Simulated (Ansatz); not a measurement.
# C3HF5O2: the cost of one run

Program: Ansatz 0.2.0 through its Python package. Level of theory: B3LYP+D3(BJ)/6-31G*. These are calculated values, not measurements.

### 1 The structure

Bond lengths: O1–C2 1.354 Å, C2–O3 1.223 Å, C2–C4 1.511 Å, C4–F5 1.369 Å, C4–F6 1.368 Å, C4–C7 1.516 Å, C7–F8 1.358 Å, C7–F9 1.356 Å, C7–F10 1.355 Å, O1–H11 0.982 Å. Angles (14 of 16 angles, heavy atoms first): O1–C2–O3 118.9°, O1–C2–C4 114.4°, O3–C2–C4 126.7°, C2–C4–F5 112.5°, C2–C4–F6 111.8°, C2–C4–C7 106.2°, F5–C4–F6 105.3°, F5–C4–C7 110.5°, F6–C4–C7 110.6°, C4–C7–F8 111.5°, C4–C7–F9 112.3°, C4–C7–F10 112.6°, F8–C7–F9 106.6°, F8–C7–F10 106.6°.

c3hf5o2.xyz, read by the script:

```xyz
11

O     1.87400    0.09760   -0.76330
C     1.06620   -0.27220    0.25830
O     1.51490   -0.27290    1.39610
C    -0.33580   -0.64860   -0.15970
F    -0.40550   -1.03570   -1.47110
F    -0.81280   -1.71170    0.55740
C    -1.19080    0.58090    0.07670
F    -2.48330    0.36480   -0.27940
F    -0.76510    1.65010   -0.64140
F    -1.20700    0.96270    1.37680
H     2.74520    0.28500   -0.35040
```

### 2 Script

Input file run_freq.py:

```python
"""Vibrations and zero-point energy of C3HF5O2."""

import itertools

import ansatz as az
from ase.data import atomic_numbers, covalent_radii
import numpy as np

mol = az.Crystal.molecule_from_extxyz("c3hf5o2.xyz")

model = mol.calculation()
model = model.basis(gaussian="6-31G*")
model = model.functional("B3LYP", dispersion="d3bj").scf(lower_state_search="light")
symbols = [site.symbol for site in mol.cartesian_sites]
start = np.array([site.position_ang for site in mol.cartesian_sites], dtype=float)
data = model.relax(force_tolerance=0.003, max_steps=100).run(threads=1).report
end = np.array(data["positions_ang"])

# pairs closer than 1.2 times the sum of covalent radii, before or after
radius = [covalent_radii[atomic_numbers[s]] for s in symbols]
span = lambda where, i, j: np.linalg.norm(where[i] - where[j])
bonded = [(i, j) for i, j in itertools.combinations(range(len(symbols)), 2) if min(span(start, i, j), span(end, i, j)) < 1.2 * (radius[i] + radius[j])]
print("pair        before    after (A)")
for i, j in bonded:
    print(f"{symbols[i]}{i}-{symbols[j]}{j}".ljust(10), f"{span(start, i, j):8.4f} {span(end, i, j):8.4f}")

# frequencies need a stationary point, so they are taken at the relaxed geometry
minimum = az.Crystal.molecule()
for symbol, place in zip(symbols, end):
    minimum = minimum.atom(symbol, place.tolist())
vibrating = (
    minimum.calculation()
    .basis(gaussian="6-31G*")
    .functional("B3LYP", dispersion="d3bj")
    .scf(lower_state_search="light")
    .phonons(temperatures=(298.15, 498.15, 100))
)
vib = vibrating.run(threads=1).report["vibrations"]
sums = vib["harmonic_sums"]
modes = [m["omega_inv_cm"] for m in sums["modes_at_gamma"] if m["rigid_motion"] == "no"]
print("frequencies (1/cm):", " ".join(f"{w:.0f}" for w in modes))
print("imaginary modes:", sum(w < 0 for w in modes), " zero-point energy:", round(sums["zero_point_energy_ev"], 4), "eV")
print("T (K)   F_vib (eV)   S_vib (meV/K)   C_vib (meV/K)")
for row in zip(sums["temperatures_k"], sums["vibrational_free_energy_ev"], vib["entropy_ev_per_k"], vib["heat_capacity_ev_per_k"]):
    print(f"{row[0]:6.1f} {row[1]:11.4f} {1000 * row[2]:13.4f} {1000 * row[3]:15.4f}")

# all hydrogen replaced by deuterium
heavier = vibrating.phonons(masses={"H": 2.014102}).run(threads=1).report["vibrations"]["harmonic_sums"]
print("deuterated (1/cm):", " ".join(f"{m['omega_inv_cm']:.0f}" for m in heavier["modes_at_gamma"] if m["rigid_motion"] == "no"))
print("zero-point energy falls by", round(sums["zero_point_energy_ev"] - heavier["zero_point_energy_ev"], 4), "eV")
```

### 3 The input behind the calls

The package turns the script's settings into the engine's input (first run):

```yaml
crystal:
  periodic: [false, false, false]
  atoms:
    - { symbol: O, position_ang: [1.874, 0.0976, -0.7633] }
    - { symbol: C, position_ang: [1.0662, -0.2722, 0.2583] }
    - { symbol: O, position_ang: [1.5149, -0.2729, 1.3961] }
    - { symbol: C, position_ang: [-0.3358, -0.6486, -0.1597] }
    - { symbol: F, position_ang: [-0.4055, -1.0357, -1.4711] }
    - { symbol: F, position_ang: [-0.8128, -1.7117, 0.5574] }
    - { symbol: C, position_ang: [-1.1908, 0.5809, 0.0767] }
    - { symbol: F, position_ang: [-2.4833, 0.3648, -0.2794] }
    - { symbol: F, position_ang: [-0.7651, 1.6501, -0.6414] }
    - { symbol: F, position_ang: [-1.207, 0.9627, 1.3768] }
    - { symbol: H, position_ang: [2.7452, 0.285, -0.3504] }
basis:
  gaussian:
    orbitals: "6-31G*"
hamiltonian:
  xc: b3lyp
  dispersion: d3bj
scf:
  lower_state_search: light
relax:
  f_tol: 0.003
  max_steps: 100
```

### 4 The run

Started as:

```sh
python run_freq.py
```

Q: Estimate wall time and peak memory on 1 thread of Arm Neoverse V1, shared host.

About 28 min, with a peak of 0.51 GiB.
